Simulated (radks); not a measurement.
**Ba⁴⁺ in [Kr] 4d10 5s2 5p4: an all-electron calculation**

What are the levels of the barium ion Ba4+, how large are its shells, and how does its energy divide?

Method: non-relativistic Kohn-Sham, SCAN, spin-polarised, spherical densities, point nucleus; open shells are filled with parallel spins first. Code: radks (a radial shooting solver on a logarithmic mesh, Libxc functionals) version 1.

## 1. Starting point

| Quantity | Value |
| --- | --- |
| element | barium (Z = 56) |
| charge | +4 |
| electrons | 52 |
| configuration | [Kr] 4d10 5s2 5p4 |

The outer shells:

Ba⁴⁺
```
[Kr] core
4d [↑↓][↑↓][↑↓][↑↓][↑↓]
5s [↑↓]
5p [↑↓][↑ ][↑ ]
```

## 2. The run

The run's settings:

```text
Z 56
configuration [Kr] 4d10 5s2 5p4 6s0 4f0 5d0 6p0
relativity non-relativistic
functional scan,scan
spin polarised
nucleus point
```

Command:

```console
python run_ks.py task.json out
```

The same process makes all the runs of this session.

**Question.** What will this run give?

**Answer**, as computed:

```
                        quantity                     value
                    total energy        -7883.1963 hartree
exchange-correlation share of it                    2.43 %
                            −T/E                    0.9997
          highest occupied level       5p down, -52.506 eV
    most extended occupied level  5p down, <r> = 1.80 bohr
 radius at density 0.001 e/bohr³                 3.41 bohr
    maxima of the radial density                         4
         ionisation energy, NIST            58 (theory) eV
```

5 principal shells are occupied and 4 maxima appear in the radial density; where shells overlap, one shows as a shoulder or not at all. The ratio −T/E is 0.9997; for a non-relativistic Coulomb system it is 1 up to the kinetic part of correlation. The top level binds by 52.506 eV, 91 % of the NIST ionisation energy of 58 eV. Relativity is left out here, which matters for elements this heavy. Open shells are spherical and high-spin; term and fine-structure splittings are not resolved.
